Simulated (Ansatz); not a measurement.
# AsH5OSi: rigid scan of one bond length in Python

Wanted for AsH5OSi: a rigid scan of one bond length.

All numbers are computed with the Python package of Ansatz 0.2.0. Level of theory: r2SCAN0/def2-SVP.

**1. The system**

Bond lengths: O1–As2 1.831 Å, As2–Si3 2.298 Å, O1–H4 1.026 Å, As2–H5 1.577 Å, Si3–H6 1.506 Å, Si3–H7 1.483 Å, Si3–H8 1.421 Å. Angles: O1–As2–Si3 89.6°, O1–As2–H5 91.4°, Si3–As2–H5 92.3°, As2–O1–H4 100.5°, As2–Si3–H6 108.8°, As2–Si3–H7 110.8°, As2–Si3–H8 111.7°, H6–Si3–H7 106.8°, H6–Si3–H8 108.2°, H7–Si3–H8 110.4°.

The script reads ash5osi.xyz:

```xyz
8

O    -1.32780    0.13530   -1.25250
As   -0.59780    1.15960    0.07770
Si    0.57070   -0.67300    0.82330
H    -1.77060    0.86170   -1.82570
H     0.58400    1.61020   -0.86400
H     1.64820   -0.21080    1.76830
H     1.25340   -1.35570   -0.30230
H    -0.26810   -1.58440    1.51940
```

**2. The script**

File ash5osi.py:

```python
import ansatz as az
import numpy as np


def main() -> None:
    system = az.Crystal.molecule_from_extxyz("ash5osi.xyz")

    symbols = [site.symbol for site in system.cartesian_sites]
    start = np.array([site.position_ang for site in system.cartesian_sites])
    axis = (start[0] - start[1]) / np.linalg.norm(start[0] - start[1])
    moving = [0, 3]
    lengths, energies = [1.56, 1.68, 1.83, 2.01, 2.29, 2.75, 3.3, 4.03], []
    for length in lengths:
        xyz = start.copy()
        xyz[moving] += (length - np.linalg.norm(start[0] - start[1])) * axis
        point = az.Crystal.molecule()
        for symbol, place in zip(symbols, xyz):
            point = point.atom(symbol, place.tolist())
        setup = (
            point.calculation()
            .basis(gaussian="def2-SVP")
            .functional("R2SCAN0")
        )
        data = setup.run().report
        energies.append(data["free_energy_ev"])
        print(f"r = {length:6.3f} A  E = {energies[-1]:.5f} eV  <S^2> = {abs(data['mean_field']['state']['spin_squared']):.3f}")

    print("energy above the lowest point (eV):", [round(e - min(energies), 3) for e in energies])


if __name__ == "__main__":
    main()
```

**3. The calls as engine input**

The package turns the script's settings into the engine's input (first run):

```yaml
crystal:
  periodic: [false, false, false]
  atoms:
    - { symbol: O, position_ang: [-1.2198515647470844, 0.286767920862413, -1.0557972485295501] }
    - { symbol: As, position_ang: [-0.5978, 1.1596, 0.0777] }
    - { symbol: Si, position_ang: [0.5707, -0.673, 0.8233] }
    - { symbol: H, position_ang: [-1.6626515647470843, 1.0131679208624131, -1.6289972485295503] }
    - { symbol: H, position_ang: [0.584, 1.6102, -0.864] }
    - { symbol: H, position_ang: [1.6482, -0.2108, 1.7683] }
    - { symbol: H, position_ang: [1.2534, -1.3557, -0.3023] }
    - { symbol: H, position_ang: [-0.2681, -1.5844, 1.5194] }
basis:
  gaussian:
    orbitals: def2-SVP
hamiltonian:
  xc: r2scan0
```

**4. Launch**

On the command line:

```sh
python ash5osi.py
```

The program printed:

```text
r =  1.560 A  E = -70831.15265 eV  <S^2> = 0.000
r =  1.680 A  E = -70832.17549 eV  <S^2> = 0.000
r =  1.830 A  E = -70832.53047 eV  <S^2> = 0.000
r =  2.010 A  E = -70832.28783 eV  <S^2> = 0.000
r =  2.290 A  E = -70831.38915 eV  <S^2> = 0.000
r =  2.750 A  E = -70829.84689 eV  <S^2> = 0.000
r =  3.300 A  E = -70828.52622 eV  <S^2> = 0.000
r =  4.030 A  E = -70827.55506 eV  <S^2> = 0.000
energy above the lowest point (eV): [1.378, 0.355, 0.0, 0.243, 1.141, 2.684, 4.004, 4.975]
```

Run time: 47 s. Hardware: 1 thread of Arm Neoverse V1, shared host; peak memory 0.26 GiB.

**5. What changed from run to run**

The engine's inputs for some of the other runs:

Run 2, against run 1:

```diff
@@ -4 +4 @@
-    - { symbol: O, position_ang: [-1.2198515647470844, 0.286767920862413, -1.0557972485295501] }
+    - { symbol: O, position_ang: [-1.2677016851122447, 0.21962699169798328, -1.1429893445702846] }
@@ -7 +7 @@
-    - { symbol: H, position_ang: [-1.6626515647470843, 1.0131679208624131, -1.6289972485295503] }
+    - { symbol: H, position_ang: [-1.7105016851122445, 0.9460269916979833, -1.7161893445702847] }
```

Run 3, against run 1:

```diff
@@ -4 +4 @@
-    - { symbol: O, position_ang: [-1.2198515647470844, 0.286767920862413, -1.0557972485295501] }
+    - { symbol: O, position_ang: [-1.3275143355686951, 0.135700830242446, -1.251979464621203] }
@@ -7 +7 @@
-    - { symbol: H, position_ang: [-1.6626515647470843, 1.0131679208624131, -1.6289972485295503] }
+    - { symbol: H, position_ang: [-1.770314335568695, 0.862100830242446, -1.8251794646212032] }
```

Run 8, against run 1:

```diff
@@ -4 +4 @@
-    - { symbol: O, position_ang: [-1.2198515647470844, 0.286767920862413, -1.0557972485295501] }
+    - { symbol: O, position_ang: [-2.2047665422633016, -1.0952162044387665, -2.8505012253680047] }
@@ -7 +7 @@
-    - { symbol: H, position_ang: [-1.6626515647470843, 1.0131679208624131, -1.6289972485295503] }
+    - { symbol: H, position_ang: [-2.6475665422633012, -0.3688162044387665, -3.423701225368005] }
```

**6. The engine's runs**

The 8 runs, in the order started:

| run | distance (Å) | energy from run 3 (eV) | SCF cycles | CPU time (s) |
| --- | --- | --- | --- | --- |
| 1 | 1.56 | 1.3778 | 16 | 5.5 |
| 2 | 1.68 | 0.3550 | 15 | 5.5 |
| 3 | 1.83 | 0.0000 | 15 | 5.4 |
| 4 | 2.01 | 0.2426 | 16 | 5.5 |
| 5 | 2.29 | 1.1413 | 18 | 5.3 |
| 6 | 2.75 | 2.6836 | 21 | 5.6 |
| 7 | 3.30 | 4.0042 | 15 | 6.2 |
| 8 | 4.03 | 4.9754 | 22 | 7.3 |

**7. Results**

```
                  quantity     value
             runs compared         8
           range of energy  4.975 eV
lowest point, distance (Å)      1.83
```

What this shows: The curve has its lowest point inside the range, at 1.83. The ends stand 1.38 and 4.98 eV above it. The distance scanned is the script's pair 1, 0. Caveats:
- The rest of the molecule is held rigid at a force-field or estimated start geometry, and the basis set is modest; single-reference methods fail as a bond breaks.
- The orbitals are restricted, so S² is zero by construction.
- Toward dissociation an unrestricted state lies under the restricted one, by 1 to 2 eV or more.
